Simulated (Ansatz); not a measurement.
**Se (Im-3m): an equation of state far from equilibrium**

How does Se (Im-3m) respond to strong compression and slight expansion? The run doesn't test whether this is the element's stable form.

Program: Ansatz 0.2.0. Level of theory: DFT PBEsol, scalar-relativistic, plane waves, PAW. These are calculated values, not measurements.

## Step 1: The starting structure

The structure is cubic, space group Im-3m (No. 229). The conventional cell has a = 3.374 Å, b = 3.374 Å, c = 3.374 Å, α = 90.00°, β = 90.00°, γ = 90.00°. Se (site symmetry m-3m) is surrounded by 8 Se at 2.92 Å.

Structure file:

```cif
data_structure
_symmetry_space_group_name_H-M 'Im-3m'
_symmetry_Int_Tables_number 229
_cell_length_a 3.3745
_cell_length_b 3.3745
_cell_length_c 3.3745
_cell_angle_alpha 90.000
_cell_angle_beta 90.000
_cell_angle_gamma 90.000
_cell_volume 38.43
loop_
_atom_site_label
_atom_site_type_symbol
_atom_site_symmetry_multiplicity
_atom_site_Wyckoff_symbol
_atom_site_fract_x
_atom_site_fract_y
_atom_site_fract_z
_atom_site_occupancy
Se1 Se 2 a 0.00000 0.00000 0.00000 1
```

An earlier run at PBEsol left this cell at 19.213 Å³/atom and 0.03 GPa (18×18×18 mesh).

## Step 2: Volume × 0.96

input.yaml

```yaml
crystal:
  lattice:
    - [-1.6644361362, 1.6644361362, 1.6644361362]
    - [1.6644361362, -1.6644361362, 1.6644361362]
    - [1.6644361362, 1.6644361362, -1.6644361362]
  atoms:
    - { symbol: Se, position: [0.0, 0.0, 0.0] }
basis:
  ecutwfc: 420
  ecutrho_ratio: 4
kpoints:
  mp_grid: { grid: [18, 18, 18] }
hamiltonian:
  xc: pbesol
scf:
  occupations: { method: gaussian, width: 0.05 }
output:
  forces: true
  stress: true
  eigenvalues: true
```

The run is started by

```sh
$ ansatz run input.yaml --threads 1 --pin off --max-ram 2560MiB --backend cpu --events-out ev --progress --plain --runs-dir out
```

After this run come: Volume × 1.04; Volume × 0.92; Volume × 0.88; Volume × 0.84; Volume × 0.8; Volume × 0.76; Volume × 0.72; Volume × 0.68; Volume × 0.64.

What does the calculation give? Wanted: range of pressure; V0; B0; B0′.

**Answer**, as computed:

| quantity | value |
| --- | --- |
| range of pressure | -3.0 to 103.7 GPa |
| V0 (fit) | 19.30 Å³/atom |
| B0 (fit) | 89 GPa |
| B0′ (fit) | 4.14 |

In words: A third-order Birch-Murnaghan fit follows the points with an rms miss of 1.74 meV/atom. The k mesh is not the same at all volumes. Symmetry fixes shape and sites, so only the volume changes. Other structures may be lower in enthalpy at these pressures.
